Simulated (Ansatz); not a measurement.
# AsH3 (SMILES [H][As]([H])[H]) at 6 levels

We compute a comparison of 6 runs (CAM-B3LYP/STO-3G, UB3LYP/STO-3G, r2SCAN/STO-3G, wB97X/STO-3G, UMP2/STO-3G, CCSDT/STO-3G) of AsH3. 

The calculation is run with Ansatz 0.2.0.

32 further runs of the same task are left out: 2 that didn't finish, 30 set aside as unsound or not needed.

## 1. The system as given

AsH3: 4 atoms, total charge 0, spin state singlet. SMILES: `[H][As]([H])[H]`. The H2–As1 distance was set to 2.244 Å, away from the relaxed value. At this shape a bond of the SMILES string is far longer than usual.

Bond lengths: As1–H3 1.496 Å, As1–H4 1.496 Å. Angles: H3–As1–H4 89.1°.

## 2. The energy at CAM-B3LYP/STO-3G (run 1)

Contents of run.yaml:

```yaml
crystal:
  periodic: [false, false, false]
  atoms:
    - symbol: As
      position_ang: [-0.614833, 0.023161, 1.087943]
    - symbol: H
      position_ang: [1.216520, -0.029700, -0.207950]
    - symbol: H
      position_ang: [-1.193243, 1.078701, 0.199633]
    - symbol: H
      position_ang: [-1.239833, -1.019309, 0.216293]
basis:
  gaussian:
    orbitals: STO-3G
hamiltonian:
  xc: {name: CAM-B3LYP}
accuracy: high
```

Command:

```sh
$ ansatz run run.yaml --threads 1 --pin off --max-ram 2610MiB --events-out events.jsonl --progress --plain --runs-dir runs
```

Log:

```text
Warning: RAYON_NUM_THREADS=1 ignored (pool sized by the plan → 1); use --threads N
Functional definition: CAM-B3LYP
  name "CAM-B3LYP"
  parameter alpha = 0.19
  parameter beta = 0.46
  parameter omega = 0.33/bohr
  parameter ac = 0.81
  exchange = (1 - alpha - beta)*b88_x + beta*b88_x_sr(omega) + alpha*exact_x + beta*exact_x_lr(omega)
  correlation = (1 - ac)*vwn5_c + ac*lyp_c
258 factors; integrals over basis functions are off by at most 1.3e-8 eV
97 factors; integrals over basis functions are off by at most 7.0e-10 eV
mean field evaluation 1: about -60199.7348 eV, gradient 6.5e0 eV
mean field evaluation 2: about -60199.7437 eV, gradient 6.6e0 eV
mean field evaluation 4: about -60200.0162 eV, gradient 6.4e-2 eV
mean field evaluation 8: about -60199.9762 eV, gradient 1.1e-4 eV
mean field -60199.97618648 eV, -2212.3083198438 hartree, gradient 1.8e-8 eV, S^2 0.000000; 0 other end points of the search recorded, 0 dependent functions left out
reference -60199.97619824 eV, -2212.3083202758 hartree; 18, 18 occupied and 3, 3 virtual orbitals, 258 factors
Total energy: -60199.97619824 eV, -2212.3083202758 hartree
```

Wall time 0.92 s (1 thread of Arm Neoverse V1, shared host).

## 3. The energy at UB3LYP/STO-3G (run 2)

Contents of molecule.yaml:

```yaml
crystal:
  periodic: [false, false, false]
  atoms:
    - {symbol: As, position_ang: [-0.614833, 0.023161, 1.087943]}
    - {symbol: H, position_ang: [1.216520, -0.029700, -0.207950]}
    - {symbol: H, position_ang: [-1.193243, 1.078701, 0.199633]}
    - {symbol: H, position_ang: [-1.239833, -1.019309, 0.216293]}
basis:
  gaussian:
    orbitals: STO-3G
magnetization:
  spin_polarized: true
hamiltonian:
  xc: {name: B3LYP}
accuracy: high
```

Command:

```sh
$ ansatz run molecule.yaml --threads 1 --pin off --max-ram 2610MiB --events-out events.jsonl --progress --plain --runs-dir runs
```

Log:

```text
Warning: RAYON_NUM_THREADS=1 ignored (pool sized by the plan → 1); use --threads N
Functional definition: B3LYP
  name "B3LYP"
  parameter a0 = 0.2
  parameter ax = 0.72
  parameter ac = 0.81
  exchange = (1 - a0 - ax)*slater_x + ax*b88_x + a0*exact_x
  correlation = (1 - ac)*vwn_rpa_c + ac*lyp_c
258 factors; integrals over basis functions are off by at most 1.3e-8 eV
mean field evaluation 1: about -60198.2213 eV, gradient 6.9e0 eV
mean field evaluation 2: about -60196.8192 eV, gradient 1.2e1 eV
mean field evaluation 4: about -60198.7730 eV, gradient 6.3e-2 eV
mean field evaluation 8: about -60198.7339 eV, gradient 4.0e-4 eV
mean field evaluation 16: about -60198.5683 eV, gradient 1.3e0 eV
mean field -60198.73394648 eV, -2212.2626683657 hartree, gradient 4.5e-8 eV, S^2 0.000000; 1 other end points of the search recorded, 0 dependent functions left out
reference -60198.73397064 eV, -2212.2626692537 hartree; 18, 18 occupied and 3, 3 virtual orbitals, 258 factors
Total energy: -60198.73397064 eV, -2212.2626692537 hartree
```

Run time: 1.4 s. Hardware: 1 thread of Arm Neoverse V1, shared host; peak memory 0.11 GiB.

Run 3 isn't shown in full; the table further down has it.

## 4. The energy at wB97X/STO-3G (run 4)

run.yaml: that of step 2 with these lines changed.

```diff
@@ -12,6 +12,5 @@
 basis:
-  gaussian:
-    orbitals: STO-3G
-hamiltonian:
-  xc: {name: CAM-B3LYP}
+  gaussian: {orbitals: STO-3G}
+magnetization: {spin_polarized: false, initial_magnetization: 0}
+hamiltonian: {xc: {name: wB97X}}
 accuracy: high
```

Command:

```sh
$ ansatz run run.yaml --threads 1 --pin off --max-ram 2610MiB --events-out events.jsonl --progress --plain --runs-dir runs
```

Log, cut to the lines that bear on the results:

```text
Warning: RAYON_NUM_THREADS=1 ignored (pool sized by the plan → 1); use --threads N
Functional definition: wB97X
  name "wB97X"
[...]
      + exact_x_lr(omega)
[...]
      + integral(e_c_pw_opposite_spin*poly(b97_u_opposite, 1, cos1, cos2, cos3, cos4))
258 factors; integrals over basis functions are off by at most 1.3e-8 eV
92 factors; integrals over basis functions are off by at most 1.2e-9 eV
[...]
mean field -60200.08569804 eV, -2212.3123443194 hartree, gradient 5.4e-9 eV, S^2 0.000000; 0 other end points of the search recorded, 0 dependent functions left out
reference -60200.08569652 eV, -2212.3123442633 hartree; 18, 18 occupied and 3, 3 virtual orbitals, 258 factors
Total energy: -60200.08569652 eV, -2212.3123442633 hartree
```

Run time: 3.9 s. Hardware: 1 thread of Arm Neoverse V1, shared host; peak memory 0.2 GiB.

Run 5 isn't shown in full; the table further down has it.

## 5. A single-point energy at CCSDT/STO-3G (run 6)

Contents of molecule.yaml:

```yaml
basis:
  gaussian: {orbitals: STO-3G}
crystal:
  periodic: [false, false, false]
  atoms:
    - {symbol: As, position_ang: [-0.614833, 0.023161, 1.087943]}
    - {symbol: H, position_ang: [1.216520, -0.029700, -0.207950]}
    - {symbol: H, position_ang: [-1.193243, 1.078701, 0.199633]}
    - {symbol: H, position_ang: [-1.239833, -1.019309, 0.216293]}
correlation: {method: ccsdt, frozen_orbitals: {As: 9, H: 0}}
accuracy: high
scf: {omitted_lower_state_checks: [cluster_reference, increment]}
```

Command:

```sh
$ ansatz run molecule.yaml --threads 1 --pin off --max-ram 2610MiB --events-out events.jsonl --progress --plain --runs-dir runs
```

Log:

```text
Warning: RAYON_NUM_THREADS=1 ignored (pool sized by the plan → 1); use --threads N
[... 11 lines left out ...]
9 core orbitals not correlated: weight in the atoms' cores, before any rotation towards them, 1.000 or more for the frozen orbitals, at most 0.000 for the correlated occupied ones
[... 25 lines left out ...]
Total energy: -60163.76657647 eV, -2210.9776412194 hartree
Checks for a lower state left out: cluster_reference, increment
```

Run time: 0.24 s. Hardware: 1 thread of Arm Neoverse V1, shared host.

## 6. Overview of the runs

```tsv
run	level	frozen core orbitals	energy (Eh)	wall time
1	CAM-B3LYP/STO-3G	–	-2212.308320	0.92 s
2	UB3LYP/STO-3G	–	-2212.262669	1.4 s
3	r2SCAN/STO-3G	–	-2212.342870	1.9 s
4	wB97X/STO-3G	–	-2212.312344	3.9 s
5	UMP2/STO-3G	9	-2210.932101	0.2 s
6	CCSDT/STO-3G	9	-2210.977641	0.24 s
```

## 7. What came out

| quantity | value |
| --- | --- |
| run 6: total energy | -2210.97764 Eh |
| run 6: correlation energy (9 core orbitals frozen) | -106.3 mEh |
| run 6: T1 diagnostic | 0.010 |

In words: Totals of different functionals can't be ranked against each other. In run 6 the log says that unrestricted orbitals would lower the reference, so the values rest on an unstable closed-shell determinant (other closed-shell runs at this shape may share the fault). In runs 1, 2, 3, 4, 5, 6 the basis is minimal, so the values are rough. Spin contamination of the reference: run 5 ⟨S²⟩ = 0.67. Where it is this large, the reference is a mixture of spin states, and values that rest on it are in doubt. All runs together took 8.6 s, the longest 3.9 s.
